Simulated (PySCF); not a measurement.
# M06-2X/6-311++G(2d,2p) run of BCl2F (SMILES FB(Cl)Cl)

What is the vertical ionisation energy of BCl2F at M06-2X/6-311++G(2d,2p)? 

The results are computed with PySCF 2.14.0.

### 1 The structure to begin with

BCl2F: 4 atoms, total charge 0, spin state singlet. As SMILES, `FB(Cl)Cl`. The shape is that of a PBE0-D4/def2-TZVP optimisation.

Bond lengths: F1–B2 1.310 Å, B2–Cl3 1.739 Å, B2–Cl4 1.739 Å. Angles: F1–B2–Cl3 119.3°, F1–B2–Cl4 119.3°, Cl3–B2–Cl4 121.5°.

### 2 The energy at M06-2X/6-311++G(2d,2p)

input.py

```python
# FB(Cl)Cl
from pyscf import gto, dft

mol = gto.Mole()
mol.atom = [
    ('F', (0.114370, -1.165320, -0.781190)),
    ('B', (0.007910, -0.080610, -0.054040)),
    ('Cl', (-1.549540, 0.373780, 0.571420)),
    ('Cl', (1.427260, 0.872140, 0.263810)),
]
mol.verbose = 3
mol.basis = '6-311++g(2d,2p)'
mol.max_memory = 1860
mol.spin = 0
mol.charge = 0
mol.build()

ks = dft.RKS(mol, xc='m06-2x')
ks.conv_tol = 1e-10
ks.grids.level = 4
ks.kernel()
if not ks.converged:
    ks = ks.newton().run(ks.mo_coeff, ks.mo_occ)

etot = ks.e_tot
print('Final energy', etot)
```

Launch:

```console
$ OMP_NUM_THREADS=1 python input.py
```

The program printed:

```text
converged SCF energy = -1045.23402557196
Final energy -1045.2340255719553
```

It took 29 s on 1 thread of Arm Neoverse V1, shared host; peak memory 0.74 GiB.

### 3 The doublet cation at the same level

input.py

```python
from pyscf import gto, dft

system = gto.M(
    atom='F 0.114370 -1.165320 -0.781190; B 0.007910 -0.080610 -0.054040; Cl -1.549540 0.373780 0.571420; Cl 1.427260 0.872140 0.263810',
    verbose=3,
    max_memory=1860,
    charge=1,
    spin=1,
    basis='6-311++g(2d,2p)',
)

ks = dft.UKS(system)
ks.xc = 'm06-2x'
ks.conv_tol = 1e-10
ks.grids.level = 4
ks.kernel()
if not ks.converged:
    ks = ks.newton().run(ks.mo_coeff, ks.mo_occ)

etot = ks.e_tot
print(f'total energy: {etot:.8f} hartree')
```

Launch:

```console
$ OMP_NUM_THREADS=1 python input.py
```

The program printed:

```text
WARN: HOMO -0.392222651199179 >= LUMO -0.392222651199176

converged SCF energy = -1044.784818338  <S^2> = 0.75766016  2S+1 = 2.0076455
total energy: -1044.78481834 hartree
```

It took 74 s on 1 thread of Arm Neoverse V1, shared host; peak memory 0.74 GiB.

### 4 Outcome

At M06-2X/6-311++G(2d,2p):

```
                                          quantity           value
                       singlet BCl2F: total energy  -1045.23403 Eh
                      singlet BCl2F: dipole moment          0.37 D
                        singlet BCl2F: HOMO energy       -10.83 eV
                        singlet BCl2F: LUMO energy        -0.21 eV
                      singlet BCl2F: HOMO–LUMO gap        10.62 eV
                      doublet cation: total energy  -1044.78482 Eh
doublet cation: HOMO energy (highest over α and β)       -17.60 eV
 doublet cation: LUMO energy (lowest over α and β)       -13.71 eV
                              doublet cation: ⟨S²⟩           0.758
vertical ionisation energy (to the doublet cation)       12.224 eV
```

What this shows: The vertical ionisation energy comes to 12.22 eV (282 kcal/mol). −ε(HOMO) before ionisation, 10.83 eV, is 1.39 eV below this ionisation energy. Mulliken charges (singlet BCl2F) run from -0.22 on F1 to +0.61 on B2; in a basis this large or diffuse they mean little. Mulliken charges (doublet cation) run from -0.09 on F1 to +0.56 on B2; in a basis this large or diffuse they mean little.
